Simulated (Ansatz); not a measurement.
# Rh, space group P6_3/mmc: cell relaxations under several functionals

Computed with Ansatz 0.2.0 through its Python package.

Interactive session:
```pycon
>>> from dataclasses import dataclass
>>> import ansatz as az
>>> import numpy as np
>>> @dataclass(frozen=True)
... class RunConfig:
...     cutoff: int = 470
...     kmesh: tuple[int, ...] = (14, 14, 8)
...     sigma: float = 0.15
...
>>> settings = RunConfig()
>>> def edges_and_angles(cell):
...     cell = np.asarray(cell)
...     a, b, c = np.linalg.norm(cell, axis=1)
...     cosines = cell[1] @ cell[2] / (b * c), cell[0] @ cell[2] / (a * c), cell[0] @ cell[1] / (a * b)
...     return (a, b, c, *np.degrees(np.arccos(cosines)))
...
>>> structure = (
...     az.Lattice.of((2.730979, 0.0, 0.0), (-1.36549, 2.365097, 0.0), (0.0, 0.0, 4.428489))
...     .atom("Rh", (2 / 3, 1 / 3, 0.75))
...     .atom("Rh", (1 / 3, 2 / 3, 0.25))
... )
>>> structure.resolved().sites[-1]
Site(symbol='Rh', position=(0.3333333333333333, 0.6666666666666666, 0.25), moment=None, axis=None, held=None, saved=None)
>>> model = structure.calculation()
>>> model = model.basis(settings.cutoff)
>>> model = model.kpoints(mesh=settings.kmesh).occupations(az.OccupationsMethod.FERMI_DIRAC, width=settings.sigma)
>>> model = model.relax(cell=True)
>>> levels = [("pbesol", "none"), ("pbesol", "d3bj"), ("lda", "none")]
>>> print("level            a       b       c    alpha   beta  gamma  V/atom  steps")
level            a       b       c    alpha   beta  gamma  V/atom  steps
>>> for name, dispersion in levels:
...     seen = []
...     run = model.functional(name, dispersion=dispersion).session().plan()
...     res = run.execute(on_event=lambda e: seen.append(e) if e["event"] == "relax_step" else None)
...     cell = res.lattice.cell_ang
...     label = name if dispersion == "none" else f"{name}+{dispersion}"
...     print("{:13s} {:7.4f} {:7.4f} {:7.4f} {:6.2f} {:6.2f} {:6.2f}".format(label, *edges_and_angles(cell)), f"{abs(np.linalg.det(cell)) / len(res.lattice.sites):7.3f} {len(seen):5d}")
...
pbesol         2.6919  2.6919  4.3360  90.00  90.00 120.00  13.605     6
pbesol+d3bj    2.6685  2.6685  4.3028  90.00  90.00 120.00  13.268     6
lda            2.6726  2.6726  4.3062  90.00  90.00 120.00  13.319     6
```

From smallest to largest: PBEsol+D3BJ (13.27 Å³ an atom, -7.2 % against the start), LDA (13.32 Å³ an atom, -6.9 % against the start) and PBEsol (13.60 Å³ an atom, -4.9 % against the start). The spread is 2.5 % in volume.

Reading the output:
- The run is spin-unpolarised.
- Forces vanish by symmetry, so the ions can't move, and the end may be a saddle.
- Dispersion corrections can be off by several per cent in the lattices of metals, and by several GPa in the pressure at a fixed cell.
- This isn't the structure that Rh takes at ambient conditions.
- Run time: 70 s on 1 thread of Arm Neoverse V1, with other jobs on the host, peak memory 0.44 GiB.
